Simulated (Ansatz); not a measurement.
# Cu3Pd: equation of state

An exercise on one series of results from a longer session: the logs are not shown, and one member is left open.

Program: Ansatz 0.2.0. Level of theory: DFT PBEsol, scalar-relativistic. These are calculated values, not measurements.

## The system as given

The structure is cubic, space group Pm-3m (No. 221). Conventional cell: a = 3.722 Å, b = 3.722 Å, c = 3.722 Å, α = 90.00°, β = 90.00°, γ = 90.00°. Cu (site symmetry 4/mmm) is surrounded by 8 Cu at 2.63 Å and 4 Pd at 2.63 Å. Pd (site symmetry m-3m) has 12 Cu at 2.63 Å in its first shell of neighbours.

Coordinates:

```
CELL_PARAMETERS angstrom
3.72200 0.00000 0.00000
0.00000 3.72200 0.00000
0.00000 0.00000 3.72200
ATOMIC_POSITIONS crystal
Cu 0.00000 0.50000 0.50000
Cu 0.50000 0.00000 0.50000
Cu 0.50000 0.50000 0.00000
Pd 0.00000 0.00000 0.00000
```

Atoms are numbered in the order of the input: Cu1, Cu2, Cu3, Pd4.

The first run:

File input.yaml:

```yaml
crystal:
  lattice:
    - [3.6716965363, 0.0, 0.0]
    - [0.0, 3.6716965363, 0.0]
    - [0.0, 0.0, 3.6716965363]
  atoms:
    - { symbol: Cu, position: [0.0, 0.5, 0.5] }
    - { symbol: Cu, position: [0.5, 0.0, 0.5] }
    - { symbol: Cu, position: [0.5, 0.5, 0.0] }
    - { symbol: Pd, position: [0.0, 0.0, 0.0] }
kpoints:
  mp_grid: { grid: [9, 9, 9] }
  band_path:
    path:
      - [0.0, 0.0, 0.0]
      - [0.0, 0.5, 0.0]
      - [0.5, 0.5, 0.0]
      - [0.0, 0.0, 0.0]
      - [0.5, 0.5, 0.5]
      - [0.0, 0.5, 0.0]
      - [0.5, 0.5, 0.5]
      - [0.5, 0.5, 0.0]
    npoints: 5
scf:
  occupations: { method: fermi_dirac, width: 0.05 }
hamiltonian:
  xc: pbesol
  pseudopotentials: { kind: all_electron, lapw: { basis_error: 0.0005 } }
output:
  forces: true
  stress: true
  eigenvalues: true
```

On the command line:

```sh
ansatz run input.yaml --threads 1 --pin off --max-ram 4096MiB --backend cpu --events-out ev --progress --plain --runs-dir out
```

Steps of the session up to this table: Volume × 0.96, LAPW; Volume × 0.96, PAW; Volume × 0.96, crystal datasets; Volume × 0.99, LAPW; Volume × 0.99, PAW; Volume × 0.99, crystal datasets; Volume × 1.02, LAPW; Volume × 1.02, PAW; Volume × 1.02, crystal datasets; Volume × 1.06, LAPW; Volume × 1.06, PAW; Volume × 1.06, crystal datasets.

One table of the session follows, with a row left open; its other results are not shown here.

```
          method  volume (Å³/atom)  pressure (GPa)
            LAPW            12.375           -2.35
            LAPW            12.762           -7.02
            LAPW            13.148          -10.86
            LAPW            13.664          -14.92
             PAW            12.375               ?
             PAW            12.762           -7.01
             PAW            13.148          -10.86
             PAW            13.664          -14.92
crystal datasets            12.375           -2.35
crystal datasets            12.762           -7.02
crystal datasets            13.148          -10.86
crystal datasets            13.664          -14.92
```

Estimate the missing values for PAW, 12.375.

**Answer.** pressure (GPa): -2.34. In the column «pressure (GPa)» it is the highest.

To keep in mind: Warnings in the runs' records: gradients without spin orbit, crystal datasets made.
